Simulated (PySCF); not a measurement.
**SiH2SF2 (SMILES F[SiH](F)S) at B3LYP/cc-pVDZ**

Aim: the vertical ionisation energy of SiH2SF2 at B3LYP/cc-pVDZ, from 2 runs. 

The results are computed with PySCF 2.14.0.

### 1 Starting point

SiH2SF2: 6 atoms, total charge 0, spin state singlet. As SMILES, `F[SiH](F)S`. The coordinates come from a PBE0-D4/def2-TZVP relaxation. This is one conformer, not always the lowest.

Bond lengths: F1–Si2 1.585 Å, Si2–F3 1.585 Å, Si2–S4 2.104 Å, Si2–H5 1.470 Å, S4–H6 1.346 Å. Angles: F1–Si2–F3 105.3°, F1–Si2–S4 111.3°, F3–Si2–S4 111.3°, F1–Si2–H5 109.7°, F3–Si2–H5 109.7°, S4–Si2–H5 109.4°, Si2–S4–H6 93.3°.

### 2 A single-point energy at B3LYP/cc-pVDZ

Contents of input.py:

```python
# F[SiH](F)S
from pyscf import gto, dft

system = gto.M(
    atom=[
    ('F', (-0.390100, -1.503700, 0.703600)),
    ('Si', (0.413300, -0.308900, 0.041100)),
    ('F', (0.491500, -0.663200, -1.501700)),
    ('S', (-0.555100, 1.532600, 0.355800)),
    ('H', (1.769100, -0.249400, 0.605800)),
    ('H', (-1.686500, 1.128700, -0.250700)),
],
    verbose=3,
    basis='cc-pvdz',
    max_memory=1860,
)

mf = dft.RKS(system, xc='b3lyp')
mf.grids.level = 4
mf.conv_tol = 1e-10
mf.kernel()
if not mf.converged:
    mf = mf.newton().run(mf.mo_coeff, mf.mo_occ)

energy = mf.e_tot
print(f'total energy: {energy:.8f} hartree')
```

Command:

```
$ OMP_NUM_THREADS=1 python input.py
```

The log of the run:

```text
converged SCF energy = -888.747969926151
total energy: -888.74796993 hartree
```

Run time: 9.9 s. Hardware: 1 thread of Arm Neoverse V1, shared host; peak memory 0.37 GiB.

### 3 The doublet cation, same level

Contents of run.py:

```python
from pyscf import gto, dft

system = gto.Mole()
system.atom = '''
F     -0.737182    -2.841581     1.329611
Si     0.781024    -0.583736     0.077668
F      0.928800    -1.253266    -2.837802
S     -1.048987     2.896194     0.672365
H      3.343114    -0.471298     1.144796
H     -3.187023     2.132934    -0.473754
'''
system.basis = 'cc-pvdz'
system.unit = 'bohr'
system.verbose = 3
system.max_memory = 1860
system.charge = 1
system.spin = 1
system.build()

mf = dft.UKS(system, xc='b3lyp')
mf.grids.level = 4
mf.conv_tol = 1e-10
mf.kernel()
if not mf.converged:
    mf = mf.newton().run(mf.mo_coeff, mf.mo_occ)

etot = mf.e_tot
print(f'total energy: {etot:.8f} hartree')
```

Command:

```
$ OMP_NUM_THREADS=1 python run.py
```

The log of the run:

```text
WARN: HOMO -0.31192237054459 >= LUMO -0.311922370544589

converged SCF energy = -888.353421912315  <S^2> = 0.75327587  2S+1 = 2.0032732
total energy: -888.35342191 hartree
```

Wall time 21 s (1 thread of Arm Neoverse V1, shared host); peak memory 0.39 GiB.

### 4 Results

Level: B3LYP/cc-pVDZ.

```
                                          quantity          value
                     singlet SiH2SF2: total energy  -888.74797 Eh
                    singlet SiH2SF2: dipole moment         0.69 D
                      singlet SiH2SF2: HOMO energy       -7.85 eV
                      singlet SiH2SF2: LUMO energy        0.09 eV
                    singlet SiH2SF2: HOMO–LUMO gap        7.94 eV
                      doublet cation: total energy  -888.35342 Eh
doublet cation: HOMO energy (highest over α and β)      -15.84 eV
 doublet cation: LUMO energy (lowest over α and β)      -13.57 eV
                              doublet cation: ⟨S²⟩          0.753
vertical ionisation energy (to the doublet cation)      10.736 eV
```

The vertical ionisation energy comes to 10.74 eV (248 kcal/mol). −ε(HOMO) before ionisation, 7.85 eV, is 2.89 eV below this ionisation energy.
